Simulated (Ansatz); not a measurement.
Run this with Ansatz's Python interface and show what comes out.

`co2.cif`
```cif
data_CO2
_cell_length_a 4.108971
_cell_length_b 4.108971
_cell_length_c 4.108971
_cell_angle_alpha 122.55221
_cell_angle_beta 122.55221
_cell_angle_gamma 85.63350
_symmetry_space_group_name_H-M 'P 1'
_symmetry_Int_Tables_number 1
loop_
_symmetry_equiv_pos_as_xyz
'x, y, z'
loop_
_atom_site_label
_atom_site_type_symbol
_atom_site_fract_x
_atom_site_fract_y
_atom_site_fract_z
C1 C    0.750000    0.250000    0.500000
C2 C    0.000000    0.000000    0.000000
O3 O    0.709798    0.125000    0.084798
O4 O    0.040202    0.625000    0.915202
O5 O    0.375000    0.290202    0.415202
O6 O    0.875000    0.959798    0.584798
```

Script `elastic_co2.py`:
```python
"""Stiffness tensor and moduli of CO2."""

from dataclasses import dataclass
from dataclasses import replace

import ansatz
from ase.io import read
import numpy as np


@dataclass(frozen=True)
class Settings:
    xc: str = "pbesol"
    ecut: int = 510
    tolerance: float = 1e-08
    kgrid: tuple[int, ...] = (8, 8, 8)


settings = Settings()


def main() -> None:
    atoms = read("co2.cif")
    system = ansatz.Crystal.from_ase(atoms)

    model = (
        system.calculation()
        .functional(settings.xc)
        .basis(settings.ecut)
        .occupations(ansatz.OccupationsMethod.FIXED)
        .scf(tolerance=settings.tolerance)
        .kpoints(*settings.kgrid)
    )
    # first bring the cell to zero stress
    rest = model.relax(cell=True).run().lattice
    relaxed = ansatz.Crystal(lattice=ansatz.Lattice.of(rest.cell_ang))
    for site in rest.sites:
        relaxed = relaxed.atom(site.symbol, site.position_frac)
    model = replace(model, crystal=relaxed)
    print("relaxed volume {:.3f} A^3".format(abs(np.linalg.det(rest.cell_ang))))
    outcome = model.elastic("clamped_ion", amplitude=0.005).run()
    elastic = outcome.elastic

    print("C_ij (GPa), Voigt order xx yy zz yz xz xy")
    for row in elastic.c_gpa:
        print(" ".join(f"{value:8.1f}" for value in row))
    print("smallest eigenvalue of C:", round(elastic.stability.min_eigenvalue_gpa, 1), "GPa; stable:", elastic.stability.stable)
    # averaged moduli need a positive definite tensor
    if elastic.stability.min_eigenvalue_gpa > 0:
        m = elastic.moduli
        anisotropy = 5 * m.g_voigt_gpa / m.g_reuss_gpa + m.k_voigt_gpa / m.k_reuss_gpa - 6
        print(f"Voigt K {m.k_voigt_gpa:.1f} G {m.g_voigt_gpa:.1f}; Reuss K {m.k_reuss_gpa:.1f} G {m.g_reuss_gpa:.1f}; universal anisotropy index {anisotropy:.3f}")


if __name__ == "__main__":
    main()
```

```console
$ python elastic_co2.py
DeckWarning: relax.cell: scf.convergence.dr2_threshold = 1e-8 eV is looser than the 6e-10 eV advised for a relaxation that steers and ends on the stress (1e-10 eV for each atom of the cell: 6). What [...]
relaxed volume 45.539 A^3
DeckWarning: elastic: scf.convergence.dr2_threshold = 1e-8 eV (typed) is looser than the 6.25e-10 eV advised at elastic.amplitude = 5e-3. Elastic constants divide stress differences by the amplitude, [...]
C_ij (GPa), Voigt order xx yy zz yz xz xy
   612.2     40.9    167.9      0.0      0.0    -56.6
    40.9    625.4    160.1      0.0      0.0    -29.9
   167.9    160.1    531.2     -0.0     -0.0     51.1
     0.0      0.0     -0.0    252.3     34.9      0.0
     0.0      0.0     -0.0     34.9    257.7      0.0
   -56.6    -30.0     51.1      0.0      0.0    115.6
smallest eigenvalue of C: 91.3 GPa; stable: True
Voigt K 278.5 G 218.4; Reuss K 276.3 G 176.3; universal anisotropy index 1.204
```
(Warnings from the package without file and line, shortened.)

Caveats:
- A positive definite tensor excludes instabilities under uniform strain alone; phonons elsewhere in the zone can still be imaginary.
- These are clamped-ion constants: where atoms have free coordinates under strain, the relaxed-ion ones can be far smaller or negative, so this tensor doesn't settle whether the crystal is stable.
- This cell is a computed structure, which may not be the phase found in nature.
- The constants belong to the cell that was strained; where it wasn't relaxed first it may be under stress.
- Run time: 3.4 min on 1 thread of Arm Neoverse V2, on a shared host, peak memory 0.74 GiB.

(A comment or docstring line of the script was reworded after the run, the code is as it ran; lines on the test bed's own set-up are left out of the output.)
